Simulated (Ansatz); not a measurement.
# CsRbMg6: equation of state with PBE

Crystal: CsRbMg6.

```
Cs Rb Mg
1.0
     7.53992    0.00000    0.00000
     0.00000    5.04274    0.00000
    -3.60319    0.00000    7.90746
Cs Rb Mg
1 1 6
Direct
  0.81956 0.00000 0.13686
  0.32467 0.00000 0.14774
  0.62306 0.50000 0.75011
  0.12626 0.50000 0.75597
  0.72410 0.50000 0.44706
  0.22354 0.50000 0.44663
  0.83067 0.00000 0.65777
  0.32815 0.00000 0.65785
```

The cell comes from a database or a generator and needn't be the stable form of this composition.

* Program: Ansatz 0.2.0
* Task: equation of state
* Functional: PBE
* Potentials or basis: Ansatz PAW
* Cutoff: 420 eV
* Density cutoff: 1680 eV
* k mesh: 4 × 5 × 4
* Occupations: fermi-dirac, width 0.05 eV
* Spin: no spin polarisation

```yaml
Equilibrium_volume: 37.51 Å³/atom
Bulk_modulus_at_fixed_shape_and_positions: 14.3 GPa
Pressure_derivative_of_the_bulk_modulus: 4.1
```

Energy against volume, from the lowest point:
```csv
volume (Å³/atom),energy (meV/atom)
35.327,6.25
36.079,2.59
36.830,0.56
37.582,0.00
38.334,0.78
39.085,2.76
39.837,5.83
```

All runs of the series together: 40 s on 4 threads of Intel(R) Xeon(R) Platinum 8488C (Sapphire Rapids), with other jobs on the host.

Caveat: the cell was scaled at fixed shape and fractional positions, which overstates the stiffness of a crystal with free parameters, most of all of layers and chains. The run has no spin-orbit coupling, so splittings on Cs are missing.
